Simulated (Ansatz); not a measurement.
# CH8BNO: the cost of one run

Program: Ansatz 0.2.0. Level of theory: RKS PBE-D4/6-31G*. These are calculated values, not measurements.

## Step 1: The starting structure

Bond lengths: B1–O2 1.760 Å, O2–H3 1.010 Å, B1–H4 1.190 Å, B1–H5 1.190 Å, B1–N6 1.850 Å, N6–H7 1.060 Å, N6–C8 1.470 Å, C8–H9 1.110 Å, C8–H10 1.110 Å, C8–H11 1.110 Å, O2–H12 1.140 Å, N6–H12 1.157 Å. Angles (14 of 22 angles, heavy atoms first): O2–B1–N6 71.6°, B1–N6–C8 120.0°, B1–O2–H3 109.5°, B1–O2–H12 79.4°, O2–B1–H4 120.0°, O2–B1–H5 120.0°, H4–B1–N6 96.8°, H5–B1–N6 101.3°, B1–N6–H7 120.0°, B1–N6–H12 75.1°, H7–N6–C8 120.0°, C8–N6–H12 152.8°, N6–C8–H9 109.5°, N6–C8–H10 109.5°.

Structure file:

```xyz
12

B     0.0000    0.0000    0.0000
O     0.0000    0.0000    1.7600
H    -0.9095   -0.2814    2.0971
H     1.0305    0.0000   -0.5950
H    -1.0305    0.0000   -0.5950
N     0.0829    1.7537    0.5833
H     0.4765    1.9752    1.5423
C    -0.3970    2.8399   -0.2830
H    -0.6674    2.4284   -1.2779
H    -1.2899    3.3132    0.1762
H     0.4035    3.5996   -0.4026
H     0.0529    1.1189    1.5507
```

## Step 2: Pulling towards end A

Springs on the bonds that form and break draw the guess towards this end; the thresholds are loose.

input.yaml

```yaml
crystal:
  periodic: [false, false, false]
  atoms:
    - { symbol: B, position_ang: [0.0, 0.0, 0.0] }
    - { symbol: O, position_ang: [0.0, 0.0, 1.76] }
    - { symbol: H, position_ang: [-0.9095, -0.2814, 2.0971] }
    - { symbol: H, position_ang: [1.0305, 0.0, -0.595] }
    - { symbol: H, position_ang: [-1.0305, 0.0, -0.595] }
    - { symbol: "N", position_ang: [0.0829, 1.7537, 0.5833] }
    - { symbol: H, position_ang: [0.4765, 1.9752, 1.5423] }
    - { symbol: C, position_ang: [-0.397, 2.8399, -0.283] }
    - { symbol: H, position_ang: [-0.6674, 2.4284, -1.2779] }
    - { symbol: H, position_ang: [-1.2899, 3.3132, 0.1762] }
    - { symbol: H, position_ang: [0.4035, 3.5996, -0.4026] }
    - { symbol: H, position_ang: [0.0529, 1.1189, 1.5507] }
basis:
  gaussian: { orbitals: "6-31G*" }
hamiltonian:
  xc: pbe
  dispersion: d4
relax:
  f_tol: 0.15
  max_steps: 25
  restrain:
    - { distance: [0, 5], at: 2.75, k: 30.0 }
    - { distance: [11, 1], at: 2.21, k: 30.0 }
    - { distance: [0, 1], at: 1.41, k: 30.0 }
    - { distance: [11, 5], at: 1.06, k: 30.0 }
output:
  orbitals: {}
```

On the command line:

```
$ ansatz run input.yaml --threads 1 --pin off --max-ram 2048MiB --backend cpu --events-out ev --progress --plain --runs-dir out
```

Q: Estimate wall time and peak memory on 1 thread of Arm Neoverse V2, shared host.

About 48 s, with a peak of 0.14 GiB.
